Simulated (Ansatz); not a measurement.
Task: vertical and adiabatic energies of changing the electron count of ClGeH2, SMILES [Cl][GeH2], with Ansatz's Python interface. Give the script and its output. Level of theory (for the species named): PBE0, def2-SVP basis, multiplicity 2.

```yaml
atoms:
  - { symbol: Cl, position_ang: [-1.5175, 0.3232, 0.9696] }
  - { symbol: Ge, position_ang: [0.0641, -0.5735, -0.1372] }
  - { symbol: H, position_ang: [0.0977, 0.3043, -1.4612] }
  - { symbol: H, position_ang: [1.3557, -0.0540, 0.6287] }
```

Script `adiabatic_clgeh2.py`:
```python
# -*- coding: utf-8 -*-
'''Vertical and adiabatic ionisation of ClGeH2.'''

import warnings

import ansatz as az
import numpy as np

SETTINGS = {
    'basis_set': 'def2-SVP',
    'xc': 'pbe0',
    'net_charge': 1,
}

warnings.simplefilter('ignore', az.DeckWarning)

geometry_ang = [
    ('Cl', [-1.51748, 0.32323, 0.96962]),
    ('Ge', [0.06409, -0.57345, -0.13719]),
    ('H', [0.0977, 0.30426, -1.46116]),
    ('H', [1.35568, -0.05403, 0.62873]),
]
mol = az.Crystal.molecule()
for symbol, xyz in geometry_ang:
    mol = mol.atom(symbol, xyz)

model = (
    mol.calculation()
    .basis(gaussian=SETTINGS['basis_set'])
    .functional(SETTINGS['xc'])
    .spin('collinear', total=1)
)
symbols = [site.symbol for site in mol.cartesian_sites]
start = np.array([site.position_ang for site in mol.cartesian_sites], dtype=float)
data = model.relax(force_tolerance=0.01).run(threads=1).report
end = np.array(data['positions_ang'])

minimum = az.Crystal.molecule()
for symbol, place in zip(symbols, end):
    minimum = minimum.atom(symbol, place.tolist())
ion = (
    minimum.calculation()
    .basis(gaussian=SETTINGS['basis_set'])
    .functional(SETTINGS['xc'])
    .charge(SETTINGS['net_charge'])
)
vertical = ion.run(threads=1).report
settled = ion.relax(force_tolerance=0.01, max_steps=80).run(threads=1).report
print(f'vertical ionisation energy   {vertical["free_energy_ev"] - data["free_energy_ev"]:.3f} eV')
print(f'adiabatic, no zero point     {settled["free_energy_ev"] - data["free_energy_ev"]:.3f} eV')
print(f'relaxation energy of the ion {vertical["free_energy_ev"] - settled["free_energy_ev"]:.3f} eV')
ionised = np.array(settled['positions_ang'])
print('final positions (A) and the move of each atom')
for symbol, xyz, old in zip(symbols, ionised, end):
    print(f'{symbol:2s} {xyz[0]:10.5f} {xyz[1]:10.5f} {xyz[2]:10.5f}   {np.linalg.norm(xyz - old):7.4f}')
```

```console
$ python adiabatic_clgeh2.py
vertical ionisation energy   8.978 eV
adiabatic, no zero point     8.006 eV
relaxation energy of the ion 0.972 eV
final positions (A) and the move of each atom
Cl   -1.58755    0.19704    0.98983    0.1106
Ge    0.15078   -0.01876   -0.09402    0.4393
H     0.02035    0.10968   -1.60701    0.1850
H     1.41641   -0.28795    0.71120    0.1850
```

Notes:
- The energies are electronic: no zero-point or thermal terms, and the basis set is short of its limit. The product may relax into another structure. Each relaxation finds its nearest minimum, which needn't be the lowest.
- The run takes the species as open-shell (spin multiplicity 2), which needn't be its ground state.
- Only the spin states typed were run; another state of an ion can lie lower, by up to an eV or two.
- Wall time of the script: 25 s on 1 thread of Arm Neoverse V1 (shared host), peak memory 0.22 GiB.
